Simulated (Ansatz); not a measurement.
## Molecular dynamics of WC

Input file:

```yaml
accuracy: low
crystal:
  lattice:
    - [-2.88609, -4.998855, 0.0]
    - [4.329135, -2.499427, 0.0]
    - [0.0, 0.0, 5.64834]
  atoms:
    - { symbol: W, position: [0.76233181, 0.49487625, 0.01115194] }
    - { symbol: C, position: [0.50100132, 0.64705567, 0.23986859] }
    - { symbol: W, position: [0.74563465, 0.48923996, 0.5158109] }
    - { symbol: C, position: [0.50885396, 0.67032052, 0.77093223] }
    - { symbol: W, position: [0.51476708, 0.00166192, 0.03421073] }
    - { symbol: C, position: [0.24514509, 0.15430317, 0.24927706] }
    - { symbol: W, position: [0.51603371, -0.01804234, 0.50390554] }
    - { symbol: C, position: [0.28908449, 0.11054232, 0.78643976] }
    - { symbol: W, position: [0.25974149, 0.47125968, 0.01307264] }
    - { symbol: C, position: [0.00296584, 0.63987604, 0.27156776] }
    - { symbol: W, position: [0.2699547, 0.47230683, 0.5010706] }
    - { symbol: C, position: [0.04118925, 0.63960329, 0.75223912] }
    - { symbol: W, position: [0.01182388, -0.01742832, 0.01012131] }
    - { symbol: C, position: [0.74066768, 0.1665405, 0.28335875] }
    - { symbol: W, position: [0.01562811, -0.00672341, 0.50969831] }
    - { symbol: C, position: [0.76934359, 0.15395673, 0.74994773] }
basis:
  ecutwfc: 420.0
kpoints:
  mp_grid: { grid: [3, 3, 3] }
hamiltonian:
  xc: pbesol
  pseudopotentials: { kind: paw, azcp: { folder: soft_1 } }
scf:
  occupations: { method: fermi_dirac, width: 0.17 }
  lower_state_search: "off"
md:
  timestep: 1
  n_steps: 200
  ensemble: nvt_langevin
  temperature: 1600.0
  initial_velocities: maxwell_boltzmann
  seed: 829063
  friction: 0.02
  temperature_schedule:
    - { n_steps: 150, end_temperature: 300.0 }
    - { n_steps: 50, end_temperature: 300.0 }
```

Launched with:

```bash
$ ansatz run input.yaml --threads 2 --pin off --max-ram 5120MiB --backend cpu --events-out ev --progress --plain --runs-dir out
```

It goes on from the last frame of an earlier run, with new velocities.

Output, in part (step lines):

```
md step     0: t =     0.00 fs  T =  1500.0 K (target 1600.0 K)  F+E_penalty+E_count = -84035.43698820 eV  E_kin = 3.102240 eV  (10 SCF iters)
md step     1: t =     1.00 fs  T =  1476.4 K (target 1595.7 K)  F+E_penalty+E_count = -84035.37619224 eV  E_kin = 3.053381 eV  (7 SCF iters)
md step     2: t =     2.00 fs  T =  1334.5 K (target 1587.0 K)  F+E_penalty+E_count = -84035.31887300 eV  E_kin = 2.760006 eV  (7 SCF iters)
md step     3: t =     3.00 fs  T =  1161.3 K (target 1578.3 K)  F+E_penalty+E_count = -84035.26666322 eV  E_kin = 2.401661 eV  (7 SCF iters)
md step     4: t =     4.00 fs  T =  1321.1 K (target 1569.7 K)  F+E_penalty+E_count = -84035.20373639 eV  E_kin = 2.732273 eV  (7 SCF iters)
md step     5: t =     5.00 fs  T =  1393.8 K (target 1561.0 K)  F+E_penalty+E_count = -84035.13599167 eV  E_kin = 2.882691 eV  (6 SCF iters)
md step     6: t =     6.00 fs  T =  1443.4 K (target 1552.3 K)  F+E_penalty+E_count = -84035.07149480 eV  E_kin = 2.985166 eV  (5 SCF iters)
md step     7: t =     7.00 fs  T =  1616.0 K (target 1543.7 K)  F+E_penalty+E_count = -84035.00965738 eV  E_kin = 3.342108 eV  (5 SCF iters)
[... lines left out ...]
md step   199: t =   199.00 fs  T =   506.3 K (target 300.0 K)  F+E_penalty+E_count = -84037.00545651 eV  E_kin = 1.047076 eV  (5 SCF iters)
md step   200: t =   200.00 fs  T =   516.8 K (target 300.0 K)  F+E_penalty+E_count = -84037.01542751 eV  E_kin = 1.068899 eV  (7 SCF iters)
```

The steps, from the saved trajectory:

| time (fs) | T (K) | potential energy less start (eV) |
| --- | --- | --- |
| 0 | 1500 | 0.000 |
| 6 | 1443 | 0.365 |
| 12 | 1611 | 0.610 |
| 18 | 2078 | 0.154 |
| 24 | 1812 | 0.694 |
| 30 | 1494 | 0.932 |
| 36 | 1615 | 0.862 |
| 42 | 1587 | 0.925 |
| 48 | 1354 | 1.041 |
| 54 | 1269 | 1.098 |
| 60 | 1619 | 0.828 |
| 66 | 1121 | 1.113 |
| 72 | 1046 | 0.892 |
| 78 | 1359 | 0.179 |
| 84 | 1279 | -0.050 |
| 90 | 1165 | 0.107 |
| 96 | 1460 | -0.044 |
| 102 | 1771 | -0.601 |
| 108 | 1764 | -0.667 |
| 114 | 1499 | -0.115 |
| 120 | 1248 | 0.103 |
| 126 | 1189 | -0.020 |
| 132 | 1009 | -0.072 |
| 138 | 902 | 0.074 |
| 144 | 723 | 0.101 |
| 150 | 903 | -0.359 |
| 156 | 905 | -0.904 |
| 162 | 943 | -1.253 |
| 168 | 742 | -1.346 |
| 174 | 781 | -1.585 |
| 180 | 736 | -1.804 |
| 186 | 697 | -1.796 |
| 192 | 584 | -1.653 |
| 198 | 515 | -1.564 |

All steps were run. The schedule's set-point averaged 409 K over the second half and the system 991 K, so it lags behind the ramp. A run of 0.2 ps of so small a system gives no equilibrium averages. Limits of this set-up: coarse k mesh, PAW files made for another functional, low accuracy level.

Mean squared displacements from the first frame to the last, about the centre of mass: W 0.01 Å², C 0.03 Å².

Last frame:

```xyz
16
Lattice="-2.8861 -4.9989 0.0000 4.3291 -2.4994 0.0000 0.0000 0.0000 5.6483" Properties=species:S:1:pos:R:3
W 0.034 -4.920 0.146
C 1.342 -4.135 1.621
W -0.013 -4.971 3.019
C 1.521 -4.092 4.518
W -1.408 -2.437 0.149
C 0.069 -1.557 1.604
W -1.468 -2.454 3.035
C -0.067 -1.685 4.390
W 1.383 -2.440 0.146
C 2.779 -1.608 1.562
W 1.421 -2.446 2.987
C 2.911 -1.656 4.412
W 0.024 -0.009 0.200
C -1.418 -4.167 1.611
W -0.001 0.091 2.990
C -1.472 -4.135 4.454
```

The run took 26 min on 2 threads of Arm Neoverse V2, with other jobs on the host, peak memory 0.64 GiB.
